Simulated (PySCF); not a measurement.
# C₄H₁₁AlFN: electronic excitations

What electronic excitations should C₄H₁₁AlFN (`[NH3+][AlH2-][C@@H]1CC[C@@H]1F`) show?

Programs: PySCF 2.14.0, with density-fitted response routines of our own. Each step states its level of theory. These are calculated values for one molecule in the gas phase, unless marked as measured. Atoms are numbered from 0 throughout.

### 1 The starting structure

18 atoms, charge 0, multiplicity 1; geometry from: GFN2-xTB.

Bonds of the start (Å): N0–Al1 2.04, Al1–C2 2.04, C2–C3 1.55, C3–C4 1.53, C4–C5 1.52, C5–F6 1.40, C5–C2 1.53, N0–H7 1.02, N0–H8 1.02, N0–H9 1.02, Al1–H10 1.56, Al1–H11 1.57, C2–H12 1.10, C3–H13 1.09, C3–H14 1.09, C4–H15 1.09, C4–H16 1.09, C5–H17 1.09.

### 2 TDDFT and polarisability: PBE0/def2-SVPD

What the job is given:

```
{"job": {"kind": "uv", "xc": "PBE0", "basis": "def2-SVPD", "nstates": 8, "ntriplets": 3}, "charge": 0, "multiplicity": 1}
N      2.306750     0.757315    -0.575735
Al     1.406908    -0.703418     0.525051
C     -0.487017    -0.115371     0.983645
C     -1.476867    -1.137414     0.361861
C     -1.776140    -0.121064    -0.745805
C     -1.139629     0.960852     0.113989
F     -0.251229     1.801140    -0.571429
H      1.789281     0.974960    -1.426156
H      2.330272     1.608979    -0.016465
H      3.261777     0.513806    -0.827960
H      2.440903    -0.666052     1.698614
H      1.466360    -1.849813    -0.540217
H     -0.664833     0.057219     2.054401
H     -2.345196    -1.350707     0.984391
H     -1.037947    -2.080377     0.024474
H     -1.173719    -0.306416    -1.634397
H     -2.817330     0.024070    -1.029764
H     -1.841102     1.638610     0.609847
```

Level: TDDFT PBE0/def2-SVPD, vertical, gas phase, core orbitals frozen in the response.

Run with:

```bash
> OMP_NUM_THREADS=1 python probes_run.py task.json out
```

The driver reads the jobs from task.json and runs them one after another.

What will the session give for the following? lowest singlet (PBE0/def2-SVPD); brightest single state of those computed; lowest triplet. Wanted: lowest singlet; brightest single state of those computed; lowest triplet.

The runs gave:

| quantity | value |
| --- | --- |
| lowest singlet (PBE0/def2-SVPD) | 5.62 eV (221 nm), f = 0.006 |
| brightest single state of those computed | state 5, 7.11 eV, f = 0.073 |
| lowest triplet | 5.46 eV |

**Reading.** The lowest singlet, at 5.62 eV, is HOMO→LUMO 0.97 and is weak; of the 8 states computed, the strongest absorption comes from state 5 at 7.11 eV. The lowest triplet lies 0.15 eV below the lowest singlet (triplets in Tamm-Dancoff, singlets in full TDDFT). States above −ε(HOMO) lie where TDDFT describes them poorly and they hang on the basis; the brightest is among them.
